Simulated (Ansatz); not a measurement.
Input of an Ansatz 0.2.0 run:

input.yaml

```yaml
crystal:
  lattice:
    - [2.96705, 0.0, 0.0]
    - [0.0, 2.96703, 0.0]
    - [0.0, 0.0, 23.8]
  atoms:
    - { symbol: Sn, position: [0.0, 0.0, 0.29412] }
  periodic: [true, true, false]
kpoints:
  mp_grid: { grid: [9, 9, 1] }
scf:
  occupations: { method: fermi_dirac, width: 0.05 }
hamiltonian:
  xc: pbe
  pseudopotentials: { kind: all_electron, lapw: { basis_error: 0.002 } }
output:
  forces: true
  stress: true
relax:
  f_tol: 0.01
  max_steps: 60
```

Potentials or basis: all-electron LAPW, scalar-relativistic.

Launch:

```sh
$ ansatz run input.yaml --threads 2 --pin off --max-ram 8192MiB --backend cpu --events-out ev --progress --plain --runs-dir out
```

(1) What does it give for the work function?

Results:

(1) 4.34 eV.

Caveat: the relaxation stopped at its first step, so nothing moved.
